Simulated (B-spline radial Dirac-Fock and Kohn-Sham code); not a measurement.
**Internal conversion in Hf**

The question: how often a nuclear transition in Hf ejects an electron in place of a γ ray, by multipolarity.

The numbers are computed with B-spline radial Dirac-Fock and Kohn-Sham code (version 5): internal conversion coefficients: Dirac-Hartree-Slater potential of the neutral atom with a Latter tail, no hole, finite nucleus with surface currents.

### Step 1. The system

The free hafnium atom, configuration [Xe] 4f14 5d2 6s2.

```yaml
nuclear_charge: 72
electrons: 72
mass_number: 180
nuclear_rms_radius: 5.347 fm
```

Outer shells as boxes (Hund's rule, for the drawing alone; heavy ions are jj-coupled, and the calculation averages over the configuration):

```
[Xe] core
4f [↑↓][↑↓][↑↓][↑↓][↑↓][↑↓][↑↓]
5d [↑ ][↑ ][  ][  ][  ]
6s [↑↓]
```

### Step 2. 30.70 keV

task.json holds this item:

```json
{
  "Z": 72,
  "q": 0,
  "cfg": [[1, 0, 2], [2, 0, 2], [2, 1, 6], [3, 0, 2], [3, 1, 6], [3, 2, 10], [4, 0, 2], [4, 1, 6], [4, 2, 10], [4, 3, 14], [5, 0, 2], [5, 1, 6], [5, 2, 2], [6, 0, 2]],
  "A": 180,
  "rrms": 5.347,
  "tag": "ground",
  "do": "conversion",
  "edges": {"K": 65351.0, "L1": 11271.0, "L2": 10739.0, "L3": 9561.0, "M1": 2601.0, "M2": 2365.0, "M3": 2107.0, "M4": 1716.0, "M5": 1662.0, "N1": 538.0, "N2": 438.2, "N3": 380.7, "N4": 220.0, "N5": 211.5, "N6": 15.9, "N7": 14.2, "O1": 64.2, "O2": 38.0, "O3": 29.9},
  "gamma": [20, 30.7, 67.1, 100, 126.0, 239.0, 437.0, 536.0, 1000, 1310.0]
}
```

Command:

```bash
python xray2_run.py task.json out
```

This run: transition_energy = 30.7.

Main fields of the result record, rounded:

```text
{
  "status": "converged",
  "shells": ["L1", "L2", "L3", "M1", "M2", "M3", "M4", "M5", "N1", "N2", "N3", "N4", "N5", "N6", "N7", "O1", "O2", "O3", "O4", "O5", "P1"],
  "binding [eV]": [11271.0, 10739.0, 9561.0, 2601.0, 2365.0, 2107.0, 1716.0, 1662.0, 538.0, 438.2, 380.7, 220.0, 211.5, 26.4086, 24.5123, 64.2, 45.6525, 37.3726, 5.17982, 4.62521, 6.5684],
  "E1": [0.4686, 0.3602, 0.494, 0.1052, 0.07036, 0.09991, 0.01345, 0.01713, 0.02586, 0.01609, 0.02253, 0.003021, 0.003813, 4.961e-05, 6.09e-05, 0.004441, 0.002281, 0.003042, 3.195e-05, 3.771e-05, 0.0003804],
  "E2": [3.425, 274.3, 331.2, 0.8282, 65.95, 81.99, 1.104, 1.075, 0.2112, 15.7, 19.26, 0.2555, 0.2428, 0.002159, 0.002524, 0.03656, 2.243, 2.62, 0.002714, 0.002407, 0.003137],
  "E3": [431.0, 24520.0, 28630.0, 113.4, 6984.0, 8004.0, 585.4, 882.2, 29.46, 1724.0, 1930.0, 142.4, 213.9, 0.1849, 0.1621, 5.124, 248.0, 264.0, 1.523, 2.141, 0.4397],
  "E4": [14550.0, 917500.0, 1078000.0, 4782.0, 339400.0, 365900.0, 203000.0, 246900.0, 1319.0, 88360.0, 91890.0, 50870.0, 61350.0, 81.85, 144.5, 232.8, 12850.0, 12670.0, 546.3, 616.3, 20.01],
  "M1": [15.17, 1.488, 0.2044, 3.405, 0.3596, 0.04907, 0.004552, 0.00276, 0.837, 0.08563, 0.01145, 0.001073, 0.000638, 8.26e-06, 7.077e-06, 0.1436, 0.01223, 0.001555, 1.143e-05, 6.345e-06, 0.01231],
  "M2": [965.4, 68.2, 474.2, 244.4, 19.38, 124.3, 1.884, 0.1691, 61.72, 4.778, 29.54, 0.4602, 0.04024, 0.0004518, 0.000207, 10.66, 0.6873, 4.028, 0.004925, 0.0004018, 0.9137],
  "M3": [24620.0, 1867.0, 118700.0, 8290.0, 688.1, 34430.0, 429.6, 659.7, 2219.0, 178.9, 8364.0, 107.8, 162.2, 0.2383, 0.01612, 388.1, 26.01, 1145.0, 1.158, 1.627, 33.33],
  "M4": [471500.0, 42120.0, 7166000.0, 231200.0, 20930.0, 2634000.0, 39880.0, 399300.0, 66570.0, 5787.0, 671700.0, 10390.0, 100000.0, 117.0, 76.76, 11830.0, 851.7, 92840.0, 112.2, 1006.0, 1018.0]
}
```

### Step 3. 100.0 keV

This run: transition_energy = 100.

Main fields of the result record, rounded:

```text
{
  "status": "converged",
  "shells": ["K", "L1", "L2", "L3", "M1", "M2", "M3", "M4", "M5", "N1", "N2", "N3", "N4", "N5", "N6", "N7", "O1", "O2", "O3", "O4", "O5", "P1"],
  "binding [eV]": [65351.0, 11271.0, 10739.0, 9561.0, 2601.0, 2365.0, 2107.0, 1716.0, 1662.0, 538.0, 438.2, 380.7, 220.0, 211.5, 26.4086, 24.5123, 64.2, 45.6525, 37.3726, 5.17982, 4.62521, 6.5684],
  "E1": [0.2942, 0.03127, 0.009056, 0.01023, 0.006789, 0.002057, 0.002394, 0.0001021, 0.0001235, 0.001656, 0.0004832, 0.0005548, 2.436e-05, 2.917e-05, 1.128e-07, 1.417e-07, 0.0002838, 6.883e-05, 7.528e-05, 2.598e-07, 2.909e-07, 2.431e-05],
  "E2": [0.9445, 0.0968, 0.9939, 0.9124, 0.02237, 0.2437, 0.2306, 0.002514, 0.002142, 0.005548, 0.0582, 0.05438, 0.0006054, 0.0005066, 1.662e-06, 1.908e-06, 0.0009544, 0.008319, 0.007403, 6.466e-06, 5.053e-06, 8.178e-05],
  "E3": [2.335, 0.7481, 30.0, 24.37, 0.2203, 7.754, 6.38, 0.1665, 0.2146, 0.05759, 1.874, 1.516, 0.04075, 0.05226, 3.969e-05, 3.122e-05, 0.01002, 0.2686, 0.2067, 0.0004363, 0.0005235, 0.0008601],
  "E4": [5.654, 13.41, 519.5, 398.0, 4.208, 142.4, 108.0, 14.4, 14.34, 1.116, 34.88, 25.88, 3.574, 3.531, 0.002091, 0.003231, 0.1948, 5.012, 3.535, 0.03834, 0.03543, 0.01673],
  "M1": [3.358, 0.4767, 0.04482, 0.005692, 0.1069, 0.01104, 0.001405, 6.183e-05, 4.121e-05, 0.02627, 0.002639, 0.0003294, 1.496e-05, 9.825e-06, 4.136e-08, 4.031e-08, 0.004509, 0.0003773, 4.479e-05, 1.599e-07, 9.812e-08, 0.0003863],
  "M2": [25.94, 6.229, 0.7457, 1.374, 1.494, 0.1922, 0.3596, 0.004977, 0.0005548, 0.373, 0.04643, 0.08542, 0.001222, 0.0001331, 6.659e-07, 3.827e-07, 0.06424, 0.006651, 0.01165, 1.309e-05, 1.33e-06, 0.005506],
  "M3": [100.5, 58.27, 9.664, 68.53, 15.38, 2.634, 19.01, 0.2907, 0.1813, 3.922, 0.6446, 4.576, 0.07219, 0.04454, 5.831e-05, 5.834e-06, 0.6788, 0.09259, 0.6255, 0.0007743, 0.0004466, 0.05822],
  "M4": [331.0, 521.8, 112.4, 1462.0, 152.6, 32.52, 439.9, 9.154, 20.37, 39.83, 8.071, 107.8, 2.299, 5.063, 0.006517, 0.002008, 6.928, 1.163, 14.79, 0.02469, 0.05086, 0.5946]
}
```

### Step 4. 239.0 keV

This run: transition_energy = 239.0.

Main fields of the result record, rounded:

```text
{
  "status": "converged",
  "shells": ["K", "L1", "L2", "L3", "M1", "M2", "M3", "M4", "M5", "N1", "N2", "N3", "N4", "N5", "N6", "N7", "O1", "O2", "O3", "O4", "O5", "P1"],
  "binding [eV]": [65351.0, 11271.0, 10739.0, 9561.0, 2601.0, 2365.0, 2107.0, 1716.0, 1662.0, 538.0, 438.2, 380.7, 220.0, 211.5, 26.4086, 24.5123, 64.2, 45.6525, 37.3726, 5.17982, 4.62521, 6.5684],
  "E1": [0.03141, 0.003698, 0.0005812, 0.0005718, 0.0008082, 0.0001391, 0.0001406, 2.694e-06, 3.288e-06, 0.0001975, 3.304e-05, 3.294e-05, 6.55e-07, 7.912e-07, 1.261e-09, 1.74e-09, 3.384e-05, 4.717e-06, 4.478e-06, 7.005e-09, 7.911e-09, 2.899e-06],
  "E2": [0.102, 0.01191, 0.0202, 0.01333, 0.002636, 0.005004, 0.003403, 3.115e-05, 2.339e-05, 0.0006462, 0.001197, 0.0008037, 7.61e-06, 5.628e-06, 8.688e-09, 1.046e-08, 0.0001109, 0.0001712, 0.0001095, 8.144e-08, 5.627e-08, 9.496e-06],
  "E3": [0.3073, 0.04493, 0.2817, 0.1483, 0.01067, 0.07152, 0.03849, 0.0005347, 0.0005308, 0.002662, 0.01721, 0.009126, 0.0001314, 0.0001295, 9.097e-08, 6.904e-08, 0.0004584, 0.002464, 0.001244, 1.407e-06, 1.297e-06, 3.929e-05],
  "E4": [0.9333, 0.2224, 2.503, 1.181, 0.05814, 0.651, 0.3104, 0.01759, 0.01293, 0.01483, 0.1576, 0.07381, 0.004355, 0.003177, 1.285e-06, 1.43e-06, 0.002566, 0.02258, 0.01007, 4.67e-05, 3.186e-05, 0.0002201],
  "M1": [0.2887, 0.0407, 0.003583, 0.000428, 0.009117, 0.0008892, 0.0001073, 2.344e-06, 1.785e-06, 0.00224, 0.0002129, 2.523e-05, 5.727e-07, 4.307e-07, 7.349e-10, 8.645e-10, 0.0003844, 3.044e-05, 3.433e-06, 6.129e-09, 4.309e-09, 3.293e-05],
  "M2": [1.253, 0.227, 0.02999, 0.02006, 0.05276, 0.007586, 0.005237, 6.616e-05, 9.83e-06, 0.01308, 0.001824, 0.001243, 1.629e-05, 2.374e-06, 5.334e-09, 3.965e-09, 0.002248, 0.0002611, 0.0001695, 1.745e-07, 2.375e-08, 0.0001927],
  "M3": [4.332, 1.065, 0.2046, 0.4043, 0.2585, 0.0529, 0.1092, 0.001626, 0.0004753, 0.06471, 0.01279, 0.02613, 0.0004027, 0.0001166, 1.374e-07, 2.287e-08, 0.01115, 0.001832, 0.003568, 4.318e-06, 1.17e-06, 0.0009559],
  "M4": [14.67, 4.952, 1.268, 4.318, 1.257, 0.3355, 1.211, 0.02434, 0.01988, 0.318, 0.08153, 0.2921, 0.006058, 0.004916, 5.864e-06, 9.57e-07, 0.05493, 0.0117, 0.03995, 6.5e-05, 4.935e-05, 0.00471]
}
```

### Step 5. 536.0 keV

This run: transition_energy = 536.0.

Main fields of the result record, rounded:

```text
{
  "status": "converged",
  "shells": ["K", "L1", "L2", "L3", "M1", "M2", "M3", "M4", "M5", "N1", "N2", "N3", "N4", "N5", "N6", "N7", "O1", "O2", "O3", "O4", "O5", "P1"],
  "binding [eV]": [65351.0, 11271.0, 10739.0, 9561.0, 2601.0, 2365.0, 2107.0, 1716.0, 1662.0, 538.0, 438.2, 380.7, 220.0, 211.5, 26.4086, 24.5123, 64.2, 45.6525, 37.3726, 5.17982, 4.62521, 6.5684],
  "E1": [0.004783, 0.0005947, 5.289e-05, 4.745e-05, 0.0001308, 1.296e-05, 1.193e-05, 1.066e-07, 1.496e-07, 3.199e-05, 3.093e-06, 2.807e-06, 2.613e-08, 3.63e-08, 2.388e-11, 4.299e-11, 5.483e-06, 4.423e-07, 3.821e-07, 2.801e-10, 3.639e-10, 4.703e-07],
  "E2": [0.01278, 0.001664, 0.0007486, 0.0003466, 0.0003696, 0.0001865, 8.876e-05, 6.747e-07, 5.05e-07, 9.065e-05, 4.468e-05, 2.099e-05, 1.658e-07, 1.225e-07, 8.914e-11, 1.301e-10, 1.555e-05, 6.394e-06, 2.859e-06, 1.778e-09, 1.228e-09, 1.334e-06],
  "E3": [0.03166, 0.004654, 0.005546, 0.001756, 0.00106, 0.0014, 0.0004544, 4.176e-06, 2.974e-06, 0.0002615, 0.0003364, 0.0001077, 1.029e-06, 7.252e-07, 4.472e-10, 4.168e-10, 4.49e-05, 4.817e-05, 1.468e-05, 1.103e-08, 7.274e-09, 3.852e-06],
  "E4": [0.07651, 0.01332, 0.02805, 0.007469, 0.003132, 0.007164, 0.001948, 5.5e-05, 2.64e-05, 0.0007788, 0.001727, 0.0004625, 1.36e-05, 6.475e-06, 2.613e-09, 2.04e-09, 0.000134, 0.0002474, 6.307e-05, 1.46e-07, 6.5e-08, 1.15e-05],
  "M1": [0.03374, 0.004694, 0.0003614, 4.296e-05, 0.00105, 9e-05, 1.087e-05, 1.112e-07, 1.117e-07, 0.0002578, 2.156e-05, 2.561e-06, 2.731e-08, 2.71e-08, 1.815e-11, 3.129e-11, 4.422e-05, 3.086e-06, 3.488e-07, 2.928e-10, 2.717e-10, 3.793e-06],
  "M2": [0.09882, 0.01547, 0.001796, 0.0004736, 0.003524, 0.0004516, 0.000123, 1.326e-06, 3.153e-07, 0.0008692, 0.0001085, 2.918e-05, 3.269e-07, 7.652e-08, 7.002e-11, 7.796e-11, 0.0001493, 1.553e-05, 3.979e-06, 3.507e-09, 7.67e-10, 1.281e-05],
  "M3": [0.2404, 0.04305, 0.007218, 0.004821, 0.01001, 0.001834, 0.00128, 1.634e-05, 2.609e-06, 0.002482, 0.0004415, 0.0003052, 4.041e-06, 6.385e-07, 6.107e-10, 2.245e-10, 0.0004266, 6.323e-05, 4.165e-05, 4.337e-08, 6.408e-09, 3.66e-05],
  "M4": [0.5701, 0.1174, 0.02635, 0.03034, 0.02791, 0.006769, 0.008212, 0.0001348, 4.503e-05, 0.006954, 0.001634, 0.001966, 3.342e-05, 1.11e-05, 1.112e-08, 1.34e-09, 0.001197, 0.0002341, 0.0002686, 3.589e-07, 1.114e-07, 0.0001027]
}
```

### Step 6. 1310 keV

This run: transition_energy = 1310.0.

Main fields of the result record, rounded:

```text
{
  "status": "converged",
  "shells": ["K", "L1", "L2", "L3", "M1", "M2", "M3", "M4", "M5", "N1", "N2", "N3", "N4", "N5", "N6", "N7", "O1", "O2", "O3", "O4", "O5", "P1"],
  "binding [eV]": [65351.0, 11271.0, 10739.0, 9561.0, 2601.0, 2365.0, 2107.0, 1716.0, 1662.0, 538.0, 438.2, 380.7, 220.0, 211.5, 26.4086, 24.5123, 64.2, 45.6525, 37.3726, 5.17982, 4.62521, 6.5684],
  "E1": [0.0008606, 0.0001093, 4.901e-06, 4.564e-06, 2.41e-05, 1.214e-06, 1.157e-06, 3.918e-09, 9.106e-09, 5.899e-06, 2.905e-07, 2.729e-07, 9.636e-10, 2.217e-09, 4.541e-13, 1.661e-12, 1.011e-06, 4.157e-08, 3.716e-08, 1.034e-11, 2.224e-11, 8.678e-08],
  "E2": [0.002015, 0.0002658, 3.182e-05, 1.172e-05, 5.897e-05, 7.939e-06, 2.996e-06, 1.407e-08, 1.56e-08, 1.446e-05, 1.903e-06, 7.08e-07, 3.466e-09, 3.798e-09, 9.714e-13, 2.593e-12, 2.479e-06, 2.724e-07, 9.647e-08, 3.72e-11, 3.811e-11, 2.128e-07],
  "E3": [0.004006, 0.0005586, 0.0001348, 2.814e-05, 0.0001251, 3.386e-05, 7.235e-06, 4.229e-08, 3.096e-08, 3.076e-05, 8.129e-06, 1.712e-06, 1.043e-08, 7.543e-09, 2.387e-12, 4.476e-12, 5.276e-06, 1.164e-06, 2.334e-07, 1.119e-10, 7.57e-11, 4.529e-07],
  "E4": [0.007329, 0.001089, 0.0004186, 6.775e-05, 0.0002467, 0.0001058, 1.754e-05, 2.053e-07, 7.827e-08, 6.078e-05, 2.543e-05, 4.157e-06, 5.072e-08, 1.912e-08, 6.785e-12, 8.408e-12, 1.043e-05, 3.643e-06, 5.668e-07, 5.447e-10, 1.919e-10, 8.956e-07],
  "M1": [0.003617, 0.0004956, 2.967e-05, 4.444e-06, 0.0001105, 7.404e-06, 1.128e-06, 4.212e-09, 8.325e-09, 2.714e-05, 1.775e-06, 2.662e-07, 1.037e-09, 2.026e-09, 4.059e-13, 1.543e-12, 4.654e-06, 2.541e-07, 3.626e-08, 1.112e-11, 2.033e-11, 3.995e-07],
  "M2": [0.008523, 0.001221, 0.0001012, 1.26e-05, 0.0002745, 2.537e-05, 3.24e-06, 2.144e-08, 1.299e-08, 6.749e-05, 6.087e-06, 7.666e-07, 5.287e-09, 3.162e-09, 8.555e-13, 2.195e-12, 1.158e-05, 8.715e-07, 1.045e-07, 5.676e-11, 3.172e-11, 9.94e-07],
  "M3": [0.01553, 0.002346, 0.0002643, 5.517e-05, 0.0005316, 6.656e-05, 1.443e-05, 1.365e-07, 2.615e-08, 0.000131, 1.599e-05, 3.429e-06, 3.374e-08, 6.376e-09, 2.621e-12, 3.513e-12, 2.249e-05, 2.29e-06, 4.678e-07, 3.623e-10, 6.399e-11, 1.93e-06],
  "M4": [0.02658, 0.004251, 0.000621, 0.0002176, 0.0009723, 0.0001572, 5.759e-05, 6.725e-07, 1.062e-07, 0.0002401, 3.781e-05, 1.372e-05, 1.665e-07, 2.604e-08, 1.664e-11, 6.345e-12, 4.124e-05, 5.416e-06, 1.873e-06, 1.788e-09, 2.615e-10, 3.54e-06]
}
```

### Step 7. Collected

Total coefficients, summed over the shells:

```csv
energy (keV),E1,M1,E2,M2,E3,M3,deepest shell
30.70,1.71,21.8,800,2010,74700,202000,L1
100.0,0.359,4.04,3.58,36.9,76.2,285,K
239.0,0.0377,0.346,0.162,1.61,0.937,6.55,K
536.0,0.00568,0.0403,0.0164,0.122,0.0474,0.312,K
1310,0.00101,0.00430,0.00241,0.0102,0.00494,0.0190,K
```

Subshell ratios at 239.0 keV, which tell multipoles apart:

| multipole | L1/L2 | L1/L3 | K/L |
| --- | --- | --- | --- |
| E1 | 6.36 | 6.47 | 6.48 |
| M1 | 11.4 | 95.1 | 6.46 |
| E2 | 0.590 | 0.894 | 2.25 |
| M2 | 7.57 | 11.3 | 4.52 |
| E3 | 0.160 | 0.303 | 0.647 |
| M3 | 5.20 | 2.63 | 2.59 |

### Step 8. Summary of results

| quantity | value |
| --- | --- |
| E1, M1, E2 at 239.0 keV | 0.0377, 0.346, 0.162 |
| share of decays by electrons for M1 there | 25.7 % |

What this shows: At 239.0 keV conversion outweighs γ emission for M2 and M3. The K shell opens within this range. L1/L3 is 95.1 for M1 and 0.894 for E2, so the L lines reveal the mixture. Pair formation and nuclear penetration beyond the surface-current model are left out.
